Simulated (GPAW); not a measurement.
# ZrB (Fm-3m) in GPAW: single point with PBE

Aim: the single point of ZrB with PBE.

All numbers are computed with GPAW 26.7.0; they aren't measurements. Logs are shortened: lines on timing, memory, paths and dates and some standing lists are left out, and cuts for length are marked. The log counts tension as positive stress, the text compression.

### Step 1. Starting point

Symmetry: Fm-3m, No. 225, cubic system. Conventional cell: a = 4.650 Å, b = 4.650 Å, c = 4.650 Å, α = 90.00°, β = 90.00°, γ = 90.00°. Zr (site symmetry m-3m) is surrounded by 6 B at 2.33 Å. Around B (site symmetry m-3m) lie 6 Zr at 2.33 Å.

### Step 2. Single point, PBE

Input file run.py:

```python
from ase.dft.bandgap import bandgap
from ase.io import read, write
from ase.units import GPa
from gpaw import GPAW, PW

atoms = read('ZrB.xyz')

calc = GPAW(mode=PW(550),
            xc='PBE',
            kpts={'size': (8, 8, 8), 'gamma': True},
            occupations={'name': 'fermi-dirac', 'width': 0.05},
            nbands=17,
            maxiter=120,
            txt='gpaw.txt')
atoms.calc = calc
energy = atoms.get_potential_energy()
forces = atoms.get_forces()
stress = atoms.get_stress()
calc.write('gs.gpw')
write('result.traj', atoms)
print(f'Energy: {energy:.6f} eV')
print('Forces (eV/A):')
print(forces.round(4))
print('Stress (GPa):', (stress / GPa).round(3))
print('Fermi level:', round(calc.get_fermi_level(), 4), 'eV')
print(f'Gap: {bandgap(calc)[0]:.4f} eV, direct: {bandgap(calc, direct=True)[0]:.4f} eV')
```

Input file ZrB.xyz:

```xyz
2
Lattice="0.0000000000 2.3250000000 2.3250000000 2.3250000000 0.0000000000 2.3250000000 2.3250000000 2.3250000000 0.0000000000" Properties=species:S:1:pos:R:3 pbc="T T T"
Zr     0.0000000000      0.0000000000      0.0000000000
B      2.3250000000      2.3250000000      2.3250000000
```

Potentials or basis: GPAW PAW data sets (gpaw-data 1.2.1), pw.

Launch:

```console
$ OMP_NUM_THREADS=1 python run.py
```

gpaw.txt:

```text
__  _  _
 | _ |_)|_||  |
 |__||  | ||/\| - 26.7.0

Input parameters:
  mode=PW(ecut=550.0),
  kpts=MonkhorstPack(size=(8, 8, 8), gamma=True),
  maxiter=120,
  nbands=17,
  occupations=Occupations(name='fermi-dirac', width=0.05),
  xc=XC(name='PBE')

Diagonalizing LCAO Hamiltonian
Converting LCAO to pw mode

               B

       Zr

Atoms  # Å, Bohr magnetons
|   | symbol |        x |        y |        z |    initial magnetic moments |
|---|--------|----------|----------|----------|-----------------------------|
| 0 |     Zr | 0.000000 | 0.000000 | 0.000000 | ( 0.0000,  0.0000,  0.0000) |
| 1 |      B | 2.325000 | 2.325000 | 2.325000 | ( 0.0000,  0.0000,  0.0000) |

Unit cell  # Å
| periodic |        x |        y |        z |  lengths |    angles |
|----------|----------|----------|----------|----------|-----------|
|      yes | 0.000000 | 2.325000 | 2.325000 | 3.288047 | 60.000000 |
|      yes | 2.325000 | 0.000000 | 2.325000 | 3.288047 | 60.000000 |
|      yes | 2.325000 | 2.325000 | 0.000000 | 3.288047 | 60.000000 |

Number of symmetries: 48
Symmetry operations  # r_c * U_cc + t_c -> r_c
|    | kind |            matrix            |
|----|------|------------------------------|
|  0 |  σ   |  1, 0, 0,  1, 0,-1,  1,-1, 0 |
|  1 |  C2  |  1, 0, 0,  1,-1, 0,  1, 0,-1 |
|  2 |  E   |  1, 0, 0,  0, 1, 0,  0, 0, 1 |
|  3 |  σ   |  1, 0, 0,  0, 0, 1,  0, 1, 0 |
|  4 |  C4  |  1, 0,-1,  1, 0, 0,  1,-1, 0 |
|  5 |  S6  |  1, 0,-1,  1,-1, 0,  1, 0, 0 |
|  6 |  σ   |  1, 0,-1,  0, 1,-1,  0, 0,-1 |
|  7 |  C3  |  1, 0,-1,  0, 0,-1,  0, 1,-1 |
|  8 |  S6  |  1,-1, 0,  1, 0, 0,  1, 0,-1 |
|  9 |  C4  |  1,-1, 0,  1, 0,-1,  1, 0, 0 |
| 10 |  C3  |  1,-1, 0,  0,-1, 1,  0,-1, 0 |
| 11 |  σ   |  1,-1, 0,  0,-1, 0,  0,-1, 1 |
| 12 |  σ   |  0, 1, 0,  1, 0, 0,  0, 0, 1 |
| 13 |  C4  |  0, 1, 0,  0, 1,-1, -1, 1, 0 |
| 14 |  C3  |  0, 1, 0,  0, 0, 1,  1, 0, 0 |
| 15 |  S6  |  0, 1, 0, -1, 1, 0,  0, 1,-1 |
| 16 |  C2  |  0, 1,-1,  1, 0,-1,  0, 0,-1 |
| 17 |  σ   |  0, 1,-1,  0, 1, 0, -1, 1, 0 |
| 18 |  S4  |  0, 1,-1,  0, 0,-1,  1, 0,-1 |
| 19 |  C4  |  0, 1,-1, -1, 1, 0,  0, 1, 0 |
| 20 |  C3  |  0, 0, 1,  1, 0, 0,  0, 1, 0 |
| 21 |  σ   |  0, 0, 1,  0, 1, 0,  1, 0, 0 |
| 22 |  S6  |  0, 0, 1,  0,-1, 1, -1, 0, 1 |
| 23 |  C4  |  0, 0, 1, -1, 0, 1,  0,-1, 1 |
| 24 |  S4  |  0, 0,-1,  1, 0,-1,  0, 1,-1 |
| 25 |  C3  |  0, 0,-1,  0, 1,-1,  1, 0,-1 |
| 26 |  C2  |  0, 0,-1,  0,-1, 0, -1, 0, 0 |
| 27 |  S6  |  0, 0,-1, -1, 0, 0,  0,-1, 0 |
| 28 |  S4  |  0,-1, 1,  1,-1, 0,  0,-1, 0 |
| 29 |  C4  |  0,-1, 1,  0, 0, 1, -1, 0, 1 |
| 30 |  C2  |  0,-1, 1,  0,-1, 0,  1,-1, 0 |
| 31 |  σ   |  0,-1, 1, -1, 0, 1,  0, 0, 1 |
| 32 |  C3  |  0,-1, 0,  1,-1, 0,  0,-1, 1 |
| 33 |  S6  |  0,-1, 0,  0, 0,-1, -1, 0, 0 |
| 34 |  S4  |  0,-1, 0,  0,-1, 1,  1,-1, 0 |
| 35 |  C2  |  0,-1, 0, -1, 0, 0,  0, 0,-1 |
| 36 |  C2  | -1, 1, 0,  0, 1, 0,  0, 1,-1 |
| 37 |  S6  | -1, 1, 0,  0, 1,-1,  0, 1, 0 |
| 38 |  S4  | -1, 1, 0, -1, 0, 1, -1, 0, 0 |
| 39 |  C3  | -1, 1, 0, -1, 0, 0, -1, 0, 1 |
| 40 |  S6  | -1, 0, 1,  0, 0, 1,  0,-1, 1 |
| 41 |  C2  | -1, 0, 1,  0,-1, 1,  0, 0, 1 |
| 42 |  C3  | -1, 0, 1, -1, 1, 0, -1, 0, 0 |
| 43 |  S4  | -1, 0, 1, -1, 0, 0, -1, 1, 0 |
| 44 |  C2  | -1, 0, 0,  0, 0,-1,  0,-1, 0 |
| 45 |  i   | -1, 0, 0,  0,-1, 0,  0, 0,-1 |
| 46 |  σ   | -1, 0, 0, -1, 1, 0, -1, 0, 1 |
| 47 |  C2  | -1, 0, 0, -1, 0, 1, -1, 1, 0 |

BZ-sampling:
  Number of BZ points: 512
  Number of IBZ points: 29

  Monkhorst-Pack size: [8, 8, 8]
  Monkhorst-Pack shift: [0.0625, 0.0625, 0.0625]

K-points  # in reciprocal-cell coordinates
|     |                                coordinates |     weight |
|-----|--------------------------------------------|------------|
|   0 | (  0.00000000,   0.00000000,   0.00000000) | 0.00195312 |
|   1 | (  0.12500000,   0.12500000,   0.00000000) | 0.01171875 |
|   2 | (  0.12500000,   0.12500000,   0.12500000) | 0.01562500 |
|   3 | (  0.25000000,   0.12500000,   0.12500000) | 0.02343750 |
|   4 | (  0.25000000,   0.25000000,   0.00000000) | 0.01171875 |
|   5 | (  0.25000000,   0.25000000,   0.12500000) | 0.04687500 |
|   6 | (  0.25000000,   0.25000000,   0.25000000) | 0.01562500 |
|   7 | (  0.37500000,   0.25000000,  -0.37500000) | 0.04687500 |
|   8 | (  0.37500000,   0.25000000,   0.12500000) | 0.04687500 |
|   9 | (  0.37500000,   0.25000000,   0.25000000) | 0.04687500 |
| ... |                                            |            |
|  28 | (  0.50000000,   0.50000000,   0.50000000) | 0.00781250 |

Plane wave coefficients: 754
Cutoff: 550.0 eV

Spin-components: 1 (collinear spins)
Bands:           17
Projectors:      11
Spin-degeneracy: 2
Datatype:        complex128

Parallelization:
  kpt:    1
  domain: 1
  band:   1

Density:
  Valence electrons: 15.0
  Components: 1
  Grid points: [18 18 18]
  Charge: 0.0  # |e|

Potential:
  Grid points: [18 18 18]

species:
  Zr:
    name:    Zirconium
    Z:       40.0
    valence: 12
    core:    28
    charge:  0.0  # [|e|]
    compensation charges:
      type: gauss
      rc: 0.40  # [Å]
      lmax: 2
    cutoffs:
      filter: 2.39  # [Å]
      core: 1.59  # [Å]
    projectors
    | kind |    occ | energy [eV] | rcut [Å] |
    |------|--------|-------------|----------|
    |   4s |  2.000 |     -54.478 |    1.323 |
    |   5s |  2.000 |      -4.438 |    1.323 |
    |   4p |  6.000 |     -32.467 |    1.334 |
    |   5p |  0.000 |      -1.470 |    1.334 |
    |   4d |  2.000 |      -3.600 |    1.244 |
    |    d |        |      23.611 |    1.244 |

    Using partial waves for Zr as LCAO basis

  B:
    name:    Boron
    Z:       5.0
    valence: 3
    core:    2
    charge:  0.0  # [|e|]
    compensation charges:
      type: gauss
      rc: 0.20  # [Å]
      lmax: 2
    cutoffs:
      filter: 1.14  # [Å]
      core: 1.38  # [Å]
    projectors
    | kind |    occ | energy [eV] | rcut [Å] |
    |------|--------|-------------|----------|
    |   2s |  2.000 |      -9.443 |    0.635 |
    |   2p |  1.000 |      -3.606 |    0.635 |
    |    s |        |      17.768 |    0.635 |
    |    p |        |      23.605 |    0.635 |
    |    d |        |       0.000 |    0.635 |

    Using partial waves for B as LCAO basis

Reference energy: -98563.060802  # eV

eigensolver:
  PPCG
  Converge bands: occupied
  niter=2

density mixing:
  MSR1-Mixer
  Pratt-step length: 0.05
  Maximum mixing coefficient: 0.75
  Old densities: 10
  SVD Regularization: 0.005
  Good broyden scale: 1.0
  Trust region scale: 1.0
  Backstep threshold: 4.0
  History deletion threshold: 6.0
  Fourier metric: weight=20.0, sigma=0.015

occupation numbers:
  Fermi-Dirac:
    width: 0.0500  # eV

poisson solver:
  ecut: 4400.0  # eV

xc functional:
  name: PBE with 2 nearest neighbor stencil

convergence criteria:
- Maximum [total energy] change in last 3 cyles: 0.0005 eV / valence electron
- Maximum integral of absolute [dens]ity change: 0.0001 electrons / valence electron
- Maximum integral of absolute [eigenst]ate change: 4e-08 eV^2 / valence electron
maximum number of iterations: 120

SCF iterations
|iter     | |      energy | eigst |  dens |
|---------|-|-------------|-------|-------|
|iter:   1| |  -15.310119 | +0.12 |       |
|iter:   2| |  -15.107750 | -1.82 | -0.99 |
|iter:   3| |  -14.472982 | -1.27 | -1.04 |
|iter:   4| |  -14.481256 | -3.24 | -1.84 |
|iter:   5| |  -14.484676 | -3.78 | -2.13 |
|iter:   6| |  -14.484675c| -6.00 | -3.79 |
|iter:   7| |  -14.484676c| -7.17 | -4.21c|
|iter:   8| |  -14.484676c| -8.79c| -5.49c|

Converged in 8 steps
Energy contributions relative to reference atoms: (reference = -98563.060802)

Energy contributions:
  Kinetic:          28.464492
  Coulomb:         -25.211819
  Zero:              0.366178
  External:          0.000000
  Xc:              -18.097956
  Entropy:          -0.011140
  Spinorbit:         0.000000
  ----------------------------
  Free energy:     -14.490246
  Extrapolated:    -14.484676

dipole moment: (-16.920371, -16.920371, -16.920371)  # |e|*Ang

Fermi level: 10.112
Eigenvalues  # (at kpt = [0.000, 0.000, 0.000])
| band index |      eig [eV] | occ [0-2] |
|------------|---------------|-----------|
|          0 |       -36.686 |     2.000 |
|          1 |       -14.442 |     2.000 |
|          2 |       -14.442 |     2.000 |
|          3 |       -14.442 |     2.000 |
|          4 |         1.762 |     2.000 |
|          5 |        12.006 |     0.000 |
|          6 |        12.006 |     0.000 |
|          7 |        12.006 |     0.000 |
|          8 |        13.795 |     0.000 |
|          9 |        13.795 |     0.000 |
|         10 |        13.906 |     0.000 |
|         11 |        13.906 |     0.000 |
|         12 |        13.906 |     0.000 |
|        ... |               |           |
|         16 |        33.822 |     0.000 |

No gap
No difference between direct/indirect transitions

Forces  # eV/Ang
|        x |       y |        z |
|----------|---------|----------|
| -0.00000 | 0.00000 |  0.00000 |  # Zr   0
| -0.00000 | 0.00000 | -0.00000 |  # B    1

Stress tensor  # eV/Ang^3
|         x |         y |         z |
|-----------|-----------|-----------|
| -0.213290 |  0.000000 |  0.000000 |
|  0.000000 | -0.213290 | -0.000000 |
|  0.000000 | -0.000000 | -0.213290 |

# Writing to gs.gpw (mode='')
```

It took 9.3 s on 1 thread of Arm Neoverse V1, shared host; peak memory 0.13 GiB.

These settings aren't checked as converged: the numbers below hold their error.

Results:

- Free energy: -14.4902 eV
- Pressure: 34.2 GPa
- Band gap on the k mesh: none (metal or under the smearing width)

Caveat: the cutoff is short for stress and forces, so pressures can be off by a GPa or more; a pressure of tens of GPa on the cell as given is suspect, and the run, the potentials or the cell itself is likely at fault.
